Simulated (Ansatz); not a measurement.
**The cluster Al₃H₉O₉: a spread of methods and bases**

How do the results and run time of the cluster Al₃H₉O₉ respond when the settings are drawn wide?

Computed with Ansatz 0.2.0, Gaussian basis. Level: the settings change from run to run.

### 1 The molecule

The geometry comes from an earlier relaxation with r2SCAN-D4/def2-SVP; it is a stationary point, not always the lowest conformer.

21 atoms, charge 0, spin multiplicity 1.

Atoms are counted from 1 here; the program's logs count them from 0.

Bond lengths: Al1–O5 1.733 Å, Al1–O6 1.816 Å, Al1–O8 1.711 Å, Al1–O12 1.866 Å, Al2–O4 1.948 Å, Al2–O6 1.777 Å, Al2–O7 1.715 Å, Al2–O10 1.719 Å, Al3–O6 1.825 Å, Al3–O9 1.711 Å, Al3–O11 1.735 Å, Al3–O12 1.854 Å, O4–H13 0.973 Å, O4–H14 0.973 Å, O5–H15 0.963 Å, O7–H16 0.974 Å, O8–H17 0.960 Å, O9–H18 0.960 Å and more. Angles: O5–Al1–O6 107.0°, O5–Al1–O8 114.3°, O5–Al1–O12 113.8°, O6–Al1–O8 122.0°, O6–Al1–O12 82.7°, O8–Al1–O12 113.2°, O4–Al2–O6 113.3°, O4–Al2–O7 94.2°, O4–Al2–O10 92.5°, O6–Al2–O7 111.5°, O6–Al2–O10 111.2°, O7–Al2–O10 129.6°, O6–Al3–O9 116.1°, O6–Al3–O11 110.3°, O6–Al3–O12 82.9°, O9–Al3–O11 116.9°, O9–Al3–O12 110.6°, O11–Al3–O12 115.5° and more.

### 2 wB97X-V/6-31G

Set apart from the defaults: atoms shaken by 0.03 Å.

The input, in.yaml:

```yaml
crystal:
  periodic: [false, false, false]
  atoms:
    - {symbol: Al, position_ang: [-1.332311, -0.126877, 1.311742]}
    - {symbol: Al, position_ang: [0.246221, -0.794578, -1.397286]}
    - {symbol: Al, position_ang: [0.907821, 1.435508, 0.760183]}
    - {symbol: O, position_ang: [1.311402, -2.446794, -1.613612]}
    - {symbol: O, position_ang: [-2.683575, -0.132178, 0.288393]}
    - {symbol: O, position_ang: [0.201394, -0.170193, 0.274100]}
    - {symbol: O, position_ang: [-1.194254, -1.492442, -1.876762]}
    - {symbol: O, position_ang: [-1.472315, -1.126755, 2.689425]}
    - {symbol: O, position_ang: [2.226120, 1.472232, 1.734732]}
    - {symbol: O, position_ang: [1.362299, 0.070446, -2.321718]}
    - {symbol: O, position_ang: [0.918326, 2.392303, -0.701087]}
    - {symbol: O, position_ang: [-0.723993, 1.567456, 1.690785]}
    - {symbol: H, position_ang: [0.586343, -3.097679, -1.962315]}
    - {symbol: H, position_ang: [1.957775, -2.285449, -2.241014]}
    - {symbol: H, position_ang: [-3.520351, -0.508527, 0.582481]}
    - {symbol: H, position_ang: [-2.023985, -1.190388, -1.361147]}
    - {symbol: H, position_ang: [-0.796475, -1.355658, 3.357968]}
    - {symbol: H, position_ang: [3.059760, 1.905118, 1.554896]}
    - {symbol: H, position_ang: [1.489490, 0.942458, -2.091282]}
    - {symbol: H, position_ang: [0.201257, 2.933019, -1.071494]}
    - {symbol: H, position_ang: [-0.879532, 2.060046, 2.489338]}
basis:
  gaussian: {orbitals: 6-31G}
hamiltonian: {xc: {name: wB97X-V}}
scf: {omitted_lower_state_checks: [starts]}
output: {forces: true}
```

Command:

```sh
ansatz run in.yaml --threads 2 --pin off --events-out ev --progress --plain --max-ram 22528MiB --backend cuda --devices 0, --max-vram 18GiB
```

What it wrote:

```text
Functional definition: wB97X-V
  name "wB97X-V"
  cite "Mardirossian & Head-Gordon, Phys. Chem. Chem. Phys. 16, 9904 (2014) doi:10.1039/C3CP54374A"
  cite "Becke, J. Chem. Phys. 107, 8554 (1997) doi:10.1063/1.475007"
  cite "Vydrov & Van Voorhis, J. Chem. Phys. 133, 244103 (2010) doi:10.1063/1.3521275"
  parameter omega = 0.3/bohr
  parameter cx = 0.167
  parameter cx1 = 0.603
  parameter cx2 = 1.194
  parameter css0 = 0.556
  parameter css1 = -0.257
  parameter cos0 = 1.219
  parameter cos1 = -1.850
  parameter b = 6.0
  parameter c = 0.01
  exchange = spin_sum(e_x_unif_sr(omega)*poly(b97_u_x, 1 - cx, cx1, cx2)) + cx*exact_x_sr(omega) + exact_x_lr(omega)
  correlation = spin_sum(e_c_pw_same_spin*poly(b97_u_same, css0, css1))
      + integral(e_c_pw_opposite_spin*poly(b97_u_opposite, cos0, cos1)) + vv10(b, c)
these checks for a lower state are left out or cut short: starts
1380 factors; integrals over basis functions are off by at most 3.1e-4 eV
671 factors; integrals over basis functions are off by at most 3.5e-6 eV
mean field evaluation 1: about -38334.1318 eV, gradient 1.2e2 eV
mean field evaluation 2: about -38335.9413 eV, gradient 1.2e2 eV
mean field evaluation 4: about -38358.7133 eV, gradient 3.7e0 eV
mean field evaluation 8: about -38358.9709 eV, gradient 1.6e-1 eV
mean field evaluation 16: about -38358.9710 eV, gradient 2.6e-4 eV
mean field -38358.97097418 eV, -1409.6661826568 hartree, gradient 3.0e-5 eV, S^2 0.000000; 0 other end points of the search recorded, 0 dependent functions left out
the calculation of the forces begins
reference -38358.97097046 eV, -1409.6661825200 hartree; 60, 60 occupied and 78, 78 virtual orbitals, 1380 factors
Total energy: -38358.97097046 eV, -1409.6661825200 hartree
Atom 0 at    -1.332311    -0.126877     1.311742 Å, force     1.557034     0.233300    -0.043461 eV/Å
Atom 1 at     0.246221    -0.794578    -1.397286 Å, force     1.569908    -0.316292     1.462001 eV/Å
Atom 2 at     0.907821     1.435508     0.760183 Å, force    -2.607868    -0.254670    -1.672524 eV/Å
Atom 3 at     1.311402    -2.446794    -1.613612 Å, force    -4.937869    -1.797899     1.325301 eV/Å
Atom 4 at    -2.683575    -0.132178     0.288393 Å, force    -1.143880    -0.533747    -0.863831 eV/Å
Atom 5 at     0.201394    -0.170193     0.274100 Å, force    -0.753442    -0.088064     0.047725 eV/Å
Atom 6 at    -1.194254    -1.492442    -1.876762 Å, force    -3.412449    -0.261249     0.875962 eV/Å
Atom 7 at    -1.472315    -1.126755     2.689425 Å, force     0.750042    -0.427730     1.169378 eV/Å
Atom 8 at     2.226120     1.472232     1.734732 Å, force     2.122901     0.334115     1.382374 eV/Å
Atom 9 at     1.362299     0.070446    -2.321718 Å, force     0.270613    -2.611261    -1.320804 eV/Å
Atom 10 at     0.918326     2.392303    -0.701087 Å, force    -0.382911     0.295922    -0.297670 eV/Å
Atom 11 at    -0.723993     1.567456     1.690785 Å, force     0.808668    -0.200206     0.055979 eV/Å
Atom 12 at     0.586343    -3.097679    -1.962315 Å, force     1.692922     1.056124     0.841211 eV/Å
Atom 13 at     1.957775    -2.285449    -2.241014 Å, force     2.921916     0.590028    -2.408195 eV/Å
Atom 14 at    -3.520351    -0.508527     0.582481 Å, force    -0.402922     0.077226    -0.306537 eV/Å
Atom 15 at    -2.023985    -1.190388    -1.361147 Å, force     1.115190    -0.629504    -1.192125 eV/Å
Atom 16 at    -0.796475    -1.355658     3.357968 Å, force    -0.697248    -0.058645    -0.378898 eV/Å
Atom 17 at     3.059760     1.905118     1.554896 Å, force     0.499065    -0.012012     0.398384 eV/Å
Atom 18 at     1.489490     0.942458    -2.091282 Å, force     0.920468     4.049103     0.400930 eV/Å
Atom 19 at     0.201257     2.933019    -1.071494 Å, force     0.416243    -0.079470    -0.000696 eV/Å
Atom 20 at    -0.879532     2.060046     2.489338 Å, force    -0.306380     0.634933     0.525496 eV/Å
Dipole moment:     0.115853    -0.043417     0.354990 e Å
Checks for a lower state left out: starts
```

Run time: 11 s. Hardware: 1 × H100 (card shared with other runs) with 2 threads of AMD EPYC 7R13, shared host; peak host memory 1 GiB.

Largest force 5.420 eV/Å, dipole 1.81 D.

### 3 r2SCAN50/def2-mTZVP

Options: atoms shaken by 0.15 Å, D3(BJ) dispersion, the search for lower states set to full.

The input, in.yaml:

```yaml
crystal:
  periodic: [false, false, false]
  atoms:
    - {symbol: Al, position_ang: [-1.272116, 0.081118, 1.341430]}
    - {symbol: Al, position_ang: [0.228093, -0.839630, -1.495032]}
    - {symbol: Al, position_ang: [0.930513, 1.492767, 0.642251]}
    - {symbol: O, position_ang: [1.279741, -2.251300, -1.267629]}
    - {symbol: O, position_ang: [-2.582468, -0.109594, 0.098026]}
    - {symbol: O, position_ang: [0.296300, -0.158036, 0.268985]}
    - {symbol: O, position_ang: [-1.258312, -1.573486, -2.010978]}
    - {symbol: O, position_ang: [-1.313322, -1.151783, 2.716462]}
    - {symbol: O, position_ang: [2.319054, 1.596285, 2.009990]}
    - {symbol: O, position_ang: [1.632782, 0.289838, -2.351396]}
    - {symbol: O, position_ang: [0.862168, 2.424902, -0.765365]}
    - {symbol: O, position_ang: [-0.612127, 1.596909, 1.542538]}
    - {symbol: H, position_ang: [0.899809, -3.111903, -2.108938]}
    - {symbol: H, position_ang: [1.942941, -2.257304, -1.968111]}
    - {symbol: H, position_ang: [-3.734820, -0.468970, 0.632680]}
    - {symbol: H, position_ang: [-2.204800, -1.294626, -1.414825]}
    - {symbol: H, position_ang: [-0.687231, -1.231448, 3.490588]}
    - {symbol: H, position_ang: [2.998902, 1.780068, 1.440887]}
    - {symbol: H, position_ang: [1.715015, 1.004393, -1.905635]}
    - {symbol: H, position_ang: [0.188628, 2.850721, -1.194819]}
    - {symbol: H, position_ang: [-0.900592, 1.976951, 2.558859]}
basis:
  gaussian: {orbitals: def2-mTZVP}
hamiltonian: {xc: {name: r2SCAN50}, dispersion: d3bj}
scf: {lower_state_search: full}
output: {forces: true}
```

Same command.

What it wrote:

```text
Warning: the engine holds no damping parameters fitted to this dispersion correction and functional, so the run takes those fitted to r2scan50 beside the three-body term, which d3bj leaves out (hamiltonian.dispersion, under Limitations)
Functional definition: r2SCAN50
  name "r2SCAN50"
  cite "Bursch, Neugebauer, Ehlert & Grimme, J. Chem. Phys. 156, 134105 (2022) doi:10.1063/5.0086040"
  cite "Furness, Kaplan, Ning, Perdew & Sun, J. Phys. Chem. Lett. 11, 8208 (2020) doi:10.1021/acs.jpclett.0c02405"
  cite "Furness, Kaplan, Ning, Perdew & Sun, J. Phys. Chem. Lett. 11, 9248 (2020) doi:10.1021/acs.jpclett.0c03077"
  parent r2scan
  parameter a = 0.5
  parameter k0 = 0.174
  parameter k1 = 0.065
  parameter a1 = 4.9479
  exchange = (1 - a)*r2scan_x(k0 = k0, k1 = k1, a1 = a1) + a*exact_x
  correlation = r2scan_c
2757 factors; their error is unknown
mean field evaluation 1: about -38332.4668 eV, gradient 1.3e2 eV
mean field evaluation 2: about -38320.0597 eV, gradient 1.5e2 eV
mean field evaluation 4: about -38359.7986 eV, gradient 6.9e0 eV
mean field evaluation 8: about -38360.2736 eV, gradient 2.8e-1 eV
mean field evaluation 16: about -38360.2737 eV, gradient 3.4e-5 eV
mean field -38360.27365631 eV, -1409.7140553421 hartree, gradient 3.4e-5 eV, S^2 0.000000; 0 other end points of the search recorded, 0 dependent functions left out
the calculation of the forces begins
reference -38360.27366849 eV, -1409.7140557895 hartree; 60, 60 occupied and 249, 249 virtual orbitals, 2757 factors
Total energy: -38360.52056817 eV, -1409.7231291857 hartree
Atom 0 at    -1.272116     0.081118     1.341430 Å, force    -0.483302    -6.146054    -1.109024 eV/Å
Atom 1 at     0.228093    -0.839630    -1.495032 Å, force     0.402293     3.965055     0.934000 eV/Å
Atom 2 at     0.930513     1.492767     0.642251 Å, force     1.816802    -0.826404     1.972689 eV/Å
Atom 3 at     1.279741    -2.251300    -1.267629 Å, force    -0.548574    -6.586254    -5.977251 eV/Å
Atom 4 at    -2.582468    -0.109594     0.098026 Å, force    -4.834804    -1.603160     3.973538 eV/Å
Atom 5 at     0.296300    -0.158036     0.268985 Å, force    -1.010526    -0.167013    -1.414397 eV/Å
Atom 6 at    -1.258312    -1.573486    -2.010978 Å, force    -3.109403     1.753478     2.764978 eV/Å
Atom 7 at    -1.313322    -1.151783     2.716462 Å, force     0.967172     1.928942    -0.102181 eV/Å
Atom 8 at     2.319054     1.596285     2.009990 Å, force    -5.200257    -0.704362    -1.476682 eV/Å
Atom 9 at     1.632782     0.289838    -2.351396 Å, force    -3.444065   -10.206517    -3.388629 eV/Å
Atom 10 at     0.862168     2.424902    -0.765365 Å, force     2.674429    -1.039626     1.715274 eV/Å
Atom 11 at    -0.612127     1.596909     1.542538 Å, force    -2.115499     4.744510     6.845346 eV/Å
Atom 12 at     0.899809    -3.111903    -2.108938 Å, force    -0.132529     3.205155     4.731079 eV/Å
Atom 13 at     1.942941    -2.257304    -1.968111 Å, force     1.864018     1.898660     1.075709 eV/Å
Atom 14 at    -3.734820    -0.468970     0.632680 Å, force     5.994535     1.823825    -2.595065 eV/Å
Atom 15 at    -2.204800    -1.294626    -1.414825 Å, force     4.844763    -0.903947    -2.542997 eV/Å
Atom 16 at    -0.687231    -1.231448     3.490588 Å, force    -1.395164     0.467375    -2.109955 eV/Å
Atom 17 at     2.998902     1.780068     1.440887 Å, force     3.173265     0.773281    -1.403470 eV/Å
Atom 18 at     1.715015     1.004393    -1.905635 Å, force     0.654190     7.611938     4.277228 eV/Å
Atom 19 at     0.188628     2.850721    -1.194819 Å, force    -2.071588     1.262535    -1.222870 eV/Å
Atom 20 at    -0.900592     1.976951     2.558859 Å, force     1.954244    -1.251417    -4.947323 eV/Å
Dipole moment:    -0.310666    -0.437665     0.017619 e Å
```

It took 7 s on 1 × H100 (card shared with other runs) with 2 threads of AMD EPYC 7R13, shared host; peak host memory 1.1 GiB.

Largest force 11.292 eV/Å, dipole 2.58 D.

[end of part 1 of 2]
